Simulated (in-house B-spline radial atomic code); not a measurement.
# W²⁺ in a hard spherical wall

What does confinement do to W²⁺? The free system is solved first, then the same system inside hard walls. More than one configuration is followed.

Program: in-house B-spline radial atomic code version 1. Level of theory: non-relativistic Hartree-Fock, average of configuration, point nucleus, basis-set limit. These are calculated values, not measurements, unless marked.

## Step 1: What is computed

| Item | Value |
| --- | --- |
| element | tungsten (Z = 74) |
| charge | +2 |
| electrons | 72 |
| configuration | [Xe] 4f14 5d4 |
| Hamiltonian | non-relativistic |
| nucleus | point |

Outer shells as boxes (Hund's rule):

[Xe] 4f14 5d4
```
[Xe] core
4f [↑↓][↑↓][↑↓][↑↓][↑↓][↑↓][↑↓]
5d [↑ ][↑ ][↑ ][↑ ][  ]
```

The boxes only draw the lowest term's filling; these runs average over all states of the configuration.

## Step 2: Reference run without a wall

Settings of the run:

```ini
Z = 74
electrons = 72.0
configuration = [Xe] 4f14 5d4
hamiltonian = nr
method = hf
spin_polarised = False
```

## Step 3: Wall at 9.62 bohr, configuration [Xe] 4f14 5d4

The settings differ from step 2 so:

```diff
@@ -6 +6,2 @@
 spin_polarised = False
+wall_radius = 9.62
```

## Step 4: Wall at 4.21 bohr, configuration [Xe] 4f14 5d4

The settings differ from step 3 so:

```diff
@@ -6,2 +6,2 @@
 spin_polarised = False
-wall_radius = 9.62
+wall_radius = 4.21
```

## Step 5: Wall at 2.68 bohr, configuration [Xe] 4f14 5d4

The settings differ from step 4 so:

```diff
@@ -6,2 +6,2 @@
 spin_polarised = False
-wall_radius = 4.21
+wall_radius = 2.68
```

## Step 6: Wall at 1.43 bohr, configuration [Xe] 4f14 5d4

The settings differ from step 5 so:

```diff
@@ -6,2 +6,2 @@
 spin_polarised = False
-wall_radius = 2.68
+wall_radius = 1.43
```

## Step 7: Wall at 9.62 bohr, configuration [Kr] 4d10 4f14 5s2 5p5 5d5

Settings of the run:

```ini
Z = 74
electrons = 72.0
configuration = [Kr] 4d10 4f14 5s2 5p5 5d5
hamiltonian = nr
method = hf
spin_polarised = False
wall_radius = 9.62
```

## Step 8: Wall at 4.21 bohr, configuration [Kr] 4d10 4f14 5s2 5p5 5d5

The settings differ from step 7 so:

```diff
@@ -6,2 +6,2 @@
 spin_polarised = False
-wall_radius = 9.62
+wall_radius = 4.21
```

## Step 9: Wall at 2.68 bohr, configuration [Kr] 4d10 4f14 5s2 5p5 5d5

The settings differ from step 8 so:

```diff
@@ -6,2 +6,2 @@
 spin_polarised = False
-wall_radius = 4.21
+wall_radius = 2.68
```

## Step 10: Wall at 1.43 bohr, configuration [Kr] 4d10 4f14 5s2 5p5 5d5

The settings differ from step 9 so:

```diff
@@ -6,2 +6,2 @@
 spin_polarised = False
-wall_radius = 2.68
+wall_radius = 1.43
```

## Step 11: Wall at 9.62 bohr, configuration [Xe] 4f14 5d3 5f1

Settings of the run:

```ini
Z = 74
electrons = 72.0
configuration = [Xe] 4f14 5d3 5f1
hamiltonian = nr
method = hf
spin_polarised = False
wall_radius = 9.62
```

## Step 12: Wall at 4.21 bohr, configuration [Xe] 4f14 5d3 5f1

The settings differ from step 11 so:

```diff
@@ -6,2 +6,2 @@
 spin_polarised = False
-wall_radius = 9.62
+wall_radius = 4.21
```

## Step 13: Wall at 2.68 bohr, configuration [Xe] 4f14 5d3 5f1

The settings differ from step 12 so:

```diff
@@ -6,2 +6,2 @@
 spin_polarised = False
-wall_radius = 4.21
+wall_radius = 2.68
```

## Step 14: Wall at 1.43 bohr, configuration [Xe] 4f14 5d3 5f1

The settings differ from step 13 so:

```diff
@@ -6,2 +6,2 @@
 spin_polarised = False
-wall_radius = 2.68
+wall_radius = 1.43
```

What do the energy and the highest level do as the wall closes in, and which configuration is lower at each radius?

The runs gave:

| configuration | radius (bohr) | energy above the free system (eV) | pressure (GPa) | highest level (eV) |
| --- | --- | --- | --- | --- |
| [Xe] 4f14 5d4 | 9.62 | below noise | 3.61e-05 | -25.717 (5d) |
| [Xe] 4f14 5d4 | 4.21 | 1.662 | 15.6 | -24.599 (5d) |
| [Xe] 4f14 5d4 | 2.68 | 39.775 | 1121 | -12.444 (5d) |
| [Xe] 4f14 5d4 | 1.43 | 1267.38 | 178692 | 151.95 (5d) |
| [Kr] 4d10 4f14 5s2 5p5 5d5 | 9.62 | 38.015 | 3.1e-05 | -26.492 (5d) |
| [Kr] 4d10 4f14 5s2 5p5 5d5 | 4.21 | 39.858 | 17.7 | -25.291 (5d) |
| [Kr] 4d10 4f14 5s2 5p5 5d5 | 2.68 | 82.105 | 1216 | -12.581 (5d) |
| [Kr] 4d10 4f14 5s2 5p5 5d5 | 1.43 | 1343.30 | 181244 | 152.90 (5d) |
| [Xe] 4f14 5d3 5f1 | 9.62 | 17.367 | 0.207 | -7.535 (5f) |
| [Xe] 4f14 5d3 5f1 | 4.21 | 29.333 | 48.9 | 3.656 (5f) |
| [Xe] 4f14 5d3 5f1 | 2.68 | 87.220 | 1396 | 35.234 (5f) |
| [Xe] 4f14 5d3 5f1 | 1.43 | 1369.90 | 181173 | 253.89 (5f) |

For [Xe] 4f14 5d4 the energy above the free reference is below noise at 9.62 bohr and 1267.38 eV at 1.43 bohr, where the electrons press on it with 178692 GPa. Its highest level passes zero between 2.68 and 1.43 bohr; in smaller spheres the level is positive, pushed up by confinement, and the wall keeps the electron in. Of [Xe] 4f14 5d4 and [Kr] 4d10 4f14 5s2 5p5 5d5, the first stays lower at every radius that both share. At 1.43 bohr the lowest of all 3 is [Xe] 4f14 5d4. A hard wall is a crude model of an atom's surroundings.
